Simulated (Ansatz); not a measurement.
# BClH2OSSi: small, medium and large basis sets

Aim: see how fast density functionals converge with the basis set for BClH2OSSi.

The runs use Ansatz 0.2.0, Gaussian basis; one geometry, several basis sets.

The runs, in order: PBE0-D4/def2-SVP; ωB97M-V/def2-SVP; PBE0-D4/def2-QZVPP; ωB97M-V/def2-QZVPP; the functionals' def2-TZVPP values are taken from earlier runs.

### Step 1. The geometry

An earlier PBE0-D4 in a triple-zeta def2 set relaxation fixed the geometry.

SMILES `ClB1O[SiH2]S1`, 7 atoms, charge 0, spin multiplicity 1.

Atoms are counted from 1 here; the program's logs count them from 0.

Bond lengths: Cl1–B2 1.739 Å, B2–O3 1.368 Å, B2–S5 1.842 Å, O3–Si4 1.684 Å, Si4–S5 2.129 Å, Si4–H6 1.478 Å, Si4–H7 1.478 Å. Angles: Cl1–B2–O3 123.7°, Cl1–B2–S5 126.0°, O3–B2–S5 110.4°, B2–O3–Si4 94.1°, O3–Si4–S5 87.2°, O3–Si4–H6 111.9°, O3–Si4–H7 111.9°, S5–Si4–H6 116.0°, S5–Si4–H7 116.0°, H6–Si4–H7 111.5°, B2–S5–Si4 68.4°.

### Step 2. PBE0-D4 in def2-SVP

in.yaml

```yaml
crystal:
  periodic: [false, false, false]
  atoms:
    - {symbol: Cl, position_ang: [-1.934742, -1.985499, -0.972075]}
    - {symbol: B, position_ang: [-0.824533, -0.751229, -0.455168]}
    - {symbol: O, position_ang: [0.180384, -0.965353, 0.448476]}
    - {symbol: Si, position_ang: [0.734924, 0.623255, 0.388737]}
    - {symbol: S, position_ang: [-0.815505, 1.001292, -1.021207]}
    - {symbol: H, position_ang: [0.603629, 1.303209, 1.694977]}
    - {symbol: H, position_ang: [2.117144, 0.706326, -0.129340]}
basis:
  gaussian: {orbitals: def2-SVP}
hamiltonian: {xc: pbe0, dispersion: d4}
output: {orbitals: {seedname: orbitals}}
```

Started as:

```sh
$ ansatz run in.yaml --threads 2 --pin off --events-out ev --progress --plain --max-ram 4352MiB
```

Further steps of the session: ωB97M-V in def2-SVP; PBE0-D4 in def2-QZVPP; ωB97M-V in def2-QZVPP.

Q: Predict the results of all the runs planned. Wanted: PBE0-D4: double and triple zeta above quadruple; ωB97M-V: double and triple zeta above quadruple.

The runs gave:

| quantity | value |
| --- | --- |
| PBE0-D4: double and triple zeta above quadruple | 15.22, 1.11 eV |
| ωB97M-V: double and triple zeta above quadruple | 15.12, 1.04 eV |

**Reading.** PBE0-D4 gains 14.11 eV from double to triple zeta, then 1.11 eV more. These are total energies; as a rule much of such shifts cancels in differences, which this series doesn't test. The LUMO of ωB97M-V is positive and keeps falling with the basis (1.56 to 0.81 eV): an unbound level that the basis holds in place.
